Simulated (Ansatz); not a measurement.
# BF2HO: the cost of one run

Program: Ansatz 0.2.0. Level of theory: RKS PBE/STO-3G. These are calculated values, not measurements.

### Step 1. The starting structure

Bond lengths: B1–O2 1.410 Å, O2–H3 1.010 Å, B1–F4 1.320 Å, B1–F5 1.320 Å. Angles: B1–O2–H3 109.5°, O2–B1–F4 120.0°, O2–B1–F5 120.0°, F4–B1–F5 120.0°.

Coordinates:

```xyz
5

B     0.0000    0.0000    0.0000
O     0.0000    0.0000    1.4100
H    -0.9095   -0.2814    1.7471
F     1.1431    0.0000   -0.6600
F    -1.1431    0.0000   -0.6600
```

### Step 2. Relaxing the start

input.yaml

```yaml
crystal:
  periodic: [false, false, false]
  atoms:
    - { symbol: B, position_ang: [0.0, 0.0, 0.0] }
    - { symbol: O, position_ang: [0.0, 0.0, 1.41] }
    - { symbol: H, position_ang: [-0.9095, -0.2814, 1.7471] }
    - { symbol: F, position_ang: [1.1431, 0.0, -0.66] }
    - { symbol: F, position_ang: [-1.1431, 0.0, -0.66] }
basis:
  gaussian: { orbitals: STO-3G }
hamiltonian:
  xc: pbe
relax:
  f_tol: 0.02
  max_steps: 40
```

Run with:

```sh
ansatz run input.yaml --threads 1 --pin off --max-ram 2048MiB --backend cpu --events-out ev --progress --plain --runs-dir out
```

Q: Estimate wall time and peak memory on 1 thread of Arm Neoverse V2, shared host.

About 7 s, with a peak of 0.11 GiB.
